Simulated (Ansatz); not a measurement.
**Zn2Cd3Se5: from a guess to a relaxed structure**

The task: take a trial cell of Zn2Cd3Se5 to zero force and stress, then test the end with a random kick.

Computed with Ansatz 0.2.0 (DFT PBE, scalar-relativistic, plane waves, PAW, unless a step's input says otherwise).

**1. The starting structure**

The structure is tetragonal, space group I-4m2 (No. 119). Conventional cell: a = 4.230 Å, b = 4.230 Å, c = 30.315 Å, α = 90.00°, β = 90.00°, γ = 90.00°. Zn (site symmetry 2mm) has 4 Se at 2.51 Å in its first shell of neighbours. Around Cd (site symmetry 2mm) lie 4 Se at 2.66 to 2.67 Å. Cd (site symmetry -4m2) has 4 Se at 2.67 Å in its first shell of neighbours. Se (site symmetry -4m2) has 4 Cd at 2.66 Å in its first shell of neighbours. Around Se (site symmetry 2mm) lie 2 Zn at 2.51 Å and 2 Cd at 2.67 Å.

Structure file:

```
Zn Cd Se
1.0
    -2.11525    2.11525   15.15741
     2.11525   -2.11525   15.15741
     2.11525    2.11525  -15.15741
Zn Cd Se
2 3 5
Direct
  0.90172 0.90172 0.00000
  0.09828 0.09828 0.00000
  0.69658 0.69658 0.00000
  0.30343 0.30343 0.00000
  0.50000 0.50000 0.00000
  0.25000 0.75000 0.50000
  0.85711 0.35711 0.50000
  0.44633 0.94633 0.50000
  0.05367 0.55367 0.50000
  0.64289 0.14289 0.50000
```

The start is the relaxed end of an invented cell (made as: elements ordered on the sites of the ZnSe type, Zn/Cd on Zn (I-4m2, No. 119)), taken up again for a closer look.

**2. Probe: one point on a coarse mesh**

The input, input.yaml:

```yaml
crystal:
  lattice:
    - [-2.1152492, 2.1152492, 15.1574104]
    - [2.1152492, -2.1152492, 15.1574104]
    - [2.1152492, 2.1152492, -15.1574104]
  atoms:
    - { symbol: Zn, position: [0.901719, 0.901719, 0.0] }
    - { symbol: Zn, position: [0.098281, 0.098281, 0.0] }
    - { symbol: Cd, position: [0.696575, 0.696575, 0.0] }
    - { symbol: Cd, position: [0.303425, 0.303425, 0.0] }
    - { symbol: Cd, position: [0.5, 0.5, 0.0] }
    - { symbol: Se, position: [0.25, 0.75, 0.5] }
    - { symbol: Se, position: [0.85711, 0.35711, 0.5] }
    - { symbol: Se, position: [0.446328, 0.946328, 0.5] }
    - { symbol: Se, position: [0.053672, 0.553672, 0.5] }
    - { symbol: Se, position: [0.64289, 0.14289, 0.5] }
basis:
  ecutwfc: 420
kpoints:
  mp_grid: { grid: [6, 6, 6] }
hamiltonian:
  xc: pbe
scf:
  occupations: { method: gaussian, width: 0.1 }
  lower_state_search: "off"
output:
  forces: true
  stress: true
  eigenvalues: true
```

On the command line:

```sh
ansatz run input.yaml --threads 4 --pin off --max-ram 8192MiB --backend cpu --events-out ev --progress --plain --runs-dir out
```

The session goes on with these runs: final relaxation; reference for the kick test; kicked and relaxed without symmetry.

Q: Predict the outcome of this session. Wanted: conventional cell; volume; energy over the elements; gap on the mesh.

**Answer**, as computed:

| quantity | value |
| --- | --- |
| symmetry at the end (tolerance 0.02 Å) | space group I-4m2 (No. 119) |
| conventional cell | a = 4.230 Å, b = 4.230 Å, c = 30.315 Å, α = 90.00°, β = 90.00°, γ = 90.00° |
| volume | 27.13 Å³/atom |
| energy over the elements | -0.65 eV/atom |
| gap on the mesh | 0.64 eV |

In words: The space group I-4m2 (No. 119) is kept, at nearly the size of the first guess. It lies below the elements, which doesn't yet make it stable: competing phases were not computed in this session. It survived the kick, though modes of other wave vectors, which need another repeat, weren't probed.
